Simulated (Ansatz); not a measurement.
# W: response to strain

Aim: deform W (equal xy, yz and zx engineering shear strains of +1 %) and compute stress, forces and field gradients with LAPW, PAW and all-electron datasets made for the crystal.

Method: DFT PBEsol, scalar-relativistic, in Ansatz 0.2.0.

## 1. The system as given

Symmetry: Fm-3m, No. 225, cubic system. The conventional cell has a = 4.060 Å, b = 4.060 Å, c = 4.060 Å, α = 90.00°, β = 90.00°, γ = 90.00°. W (site symmetry m-3m) has 12 W at 2.87 Å as nearest neighbours.

Coordinates:

```
CELL_PARAMETERS angstrom
0.00000 2.03000 2.03000
2.03000 0.00000 2.03000
2.03000 2.03000 0.00000
ATOMIC_POSITIONS crystal
W 0.00000 0.00000 0.00000
```

## 2. After the deformation

Space group Fm-3m before, R-3m after.

## 3. LAPW, all electrons

File input.yaml:

```yaml
crystal:
  lattice:
    - [0.0203, 2.04015, 2.04015]
    - [2.04015, 0.0203, 2.04015]
    - [2.04015, 2.04015, 0.0203]
  atoms:
    - { symbol: W, position: [0.0, 0.0, 0.0] }
kpoints:
  mp_grid: { grid: [14, 14, 14] }
  band_path:
    path:
      - [0.0, 0.0, 0.0]
      - [0.5, 0.5, 0.5]
      - [0.247543133, 0.5, 0.752456867]
      - [-0.247543133, 0.247543133, 0.5]
      - [0.0, 0.0, 0.5]
      - [0.0, 0.0, 0.0]
      - [-0.3737715665, 0.0, 0.3737715665]
      - [0.0, 0.3737715665, 0.6262284335]
      - [0.0, 0.5, 0.5]
    npoints: 5
scf:
  occupations: { method: fermi_dirac, width: 0.05 }
hamiltonian:
  xc: pbesol
  pseudopotentials: { kind: all_electron, lapw: { basis_error: 0.001 } }
output:
  forces: true
  stress: true
  eigenvalues: true
```

Run with:

```
$ ansatz run input.yaml --threads 1 --pin off --max-ram 3072MiB --backend cpu --events-out ev --progress --plain --runs-dir out
```

## 4. Frozen-core PAW

File input.yaml:

```yaml
crystal:
  lattice:
    - [0.0203, 2.04015, 2.04015]
    - [2.04015, 0.0203, 2.04015]
    - [2.04015, 2.04015, 0.0203]
  atoms:
    - { symbol: W, position: [0.0, 0.0, 0.0] }
kpoints:
  mp_grid: { grid: [14, 14, 14] }
scf:
  occupations: { method: fermi_dirac, width: 0.05 }
hamiltonian:
  xc: pbesol
  pseudopotentials: { kind: paw }
output:
  forces: true
  stress: true
  eigenvalues: true
  efg: { contact_densities: true }
```

## 5. All-electron PAW on datasets made for the crystal

Changes to input.yaml since step 4:

```diff
@@ -13,3 +13,3 @@
   xc: pbesol
-  pseudopotentials: { kind: paw }
+  pseudopotentials: { kind: all_electron, datasets: crystal }
 output:
```

(Steps that only read results are left out.)

**Question.** What will these runs give? Wanted: pressure; largest shear or deviatoric stress.

**Answer**, as computed:

| quantity | value |
| --- | --- |
| pressure | LAPW -12.44, PAW -12.54, crystal datasets -12.44 GPa |
| largest shear or deviatoric stress (LAPW) | 1.36 GPa |

In words: The largest part of the stress beyond the pressure is 1.36 GPa in size. No run of the undeformed cell stands beside it, so the pressure holds what the given cell had before the change. PAW: stress within 0.10 GPa of LAPW. Crystal datasets: stress within 0.01 GPa of LAPW. Spin-orbit coupling is left out, though the cell holds W; in elements this heavy it can shift bands and gaps by tenths of an eV.
